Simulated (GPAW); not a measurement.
The system is CuSe.

```
CELL_PARAMETERS angstrom
3.60866 0.00000 0.00000
-1.80433 3.12519 0.00000
0.00000 0.00000 3.52187
ATOMIC_POSITIONS crystal
Cu 0.00000 0.00000 0.00000
Se 0.66667 0.33333 0.50000
```

The cell comes from a database or a generator and needn't be the stable form of this composition.

Base run:

```yaml
Program: GPAW 26.7.0
Functional: r2SCAN
Potentials_or_basis: GPAW PAW data sets (gpaw-data 1.2.1)
Cutoff: 600 eV
Basis: pw
k_mesh: 6 × 6 × 5
Occupations: gaussian, width 0.05 eV
Spin: collinear spin, ferromagnetic start
Starting_moments: "[0.6, 0.0] μB"
Hubbard_terms: Cu d U = 6 eV
```

Its results: pressure -8.1 GPa.

The run is repeated on the same cell with these changes: moments at the start from [0.6, 0.0] to [4.0, 0.0]; fixed moment from none to 4 μB. What comes out?

Pressure 14.8 GPa; site moments Cu +1.34; Se +0.88 μB.

Caveats: with this Cu data set, volumes or pressures lay over 1.5 % or 2 GPa off other programs in two to four cells of ten; the PAW data sets were made with another functional, which shifts forces and pressure a little; the total moment is fixed, so each spin has its own Fermi level (some runs); a cell with one magnetic atom can't hold antiferromagnetic order, which such compounds often take (some runs).
